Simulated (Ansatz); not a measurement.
# LiGaI2: the cost of one run

Computed with Ansatz 0.2.0 (DFT PBE, scalar-relativistic, plane waves, PAW, unless a step's input says otherwise).

**1. The system as given**

Symmetry: R-3m, No. 166, trigonal system. The conventional cell has a = 4.042 Å, b = 4.042 Å, c = 23.942 Å, α = 90.00°, β = 90.00°, γ = 120.00°. Li (site symmetry -3m) has 6 I at 2.75 Å as nearest neighbours. Ga (site symmetry -3m) has 6 I at 3.45 Å as nearest neighbours. I (site symmetry 3m) is surrounded by 3 Li at 2.75 Å and 3 Ga at 3.45 Å.

Coordinates:

```cif
data_structure
_symmetry_space_group_name_H-M 'R-3m:H'
_symmetry_Int_Tables_number 166
_cell_length_a 4.0418
_cell_length_b 4.0418
_cell_length_c 23.9422
_cell_angle_alpha 90.000
_cell_angle_beta 90.000
_cell_angle_gamma 120.000
_cell_volume 338.72
loop_
_atom_site_label
_atom_site_type_symbol
_atom_site_symmetry_multiplicity
_atom_site_Wyckoff_symbol
_atom_site_fract_x
_atom_site_fract_y
_atom_site_fract_z
_atom_site_occupancy
Li1 Li 3 b 0.33333 0.66667 0.16667 1
Ga1 Ga 3 a 0.00000 0.00000 0.00000 1
I1 I 6 c 0.66667 0.33333 0.10597 1
```

Recipe of the guess: species swapped into a database cell of CsTbS2 (R-3m, No. 166), with Ga on the Cs sites, Li on the Tb sites and I on the S sites. Its size is a rough estimate.

**2. Probe: one point on a coarse mesh**

File input.yaml:

```yaml
crystal:
  lattice:
    - [2.02090276, 1.16676875, 7.98073073]
    - [-2.02090276, 1.16676875, 7.98073073]
    - [0.0, -2.3335375, 7.98073073]
  atoms:
    - { symbol: Li, position: [0.5, 0.5, 0.5] }
    - { symbol: Ga, position: [0.0, 0.0, 0.0] }
    - { symbol: I, position: [0.77263886, 0.77263886, 0.77263886] }
    - { symbol: I, position: [0.22736114, 0.22736114, 0.22736114] }
basis:
  ecutwfc: 420
kpoints:
  mp_grid: { grid: [6, 6, 6] }
hamiltonian:
  xc: pbe
scf:
  occupations: { method: gaussian, width: 0.1 }
  lower_state_search: "off"
output:
  forces: true
  stress: true
  eigenvalues: true
```

On the command line:

```sh
$ ansatz run input.yaml --threads 1 --pin off --max-ram 2560MiB --backend cpu --events-out ev --progress --plain --runs-dir out
```

**Question.** How long does this run take on 1 thread of Intel Xeon 6975P-C (Granite Rapids), shared host, and how much memory does it need?

About 5.7 s, with a peak of 0.48 GiB.
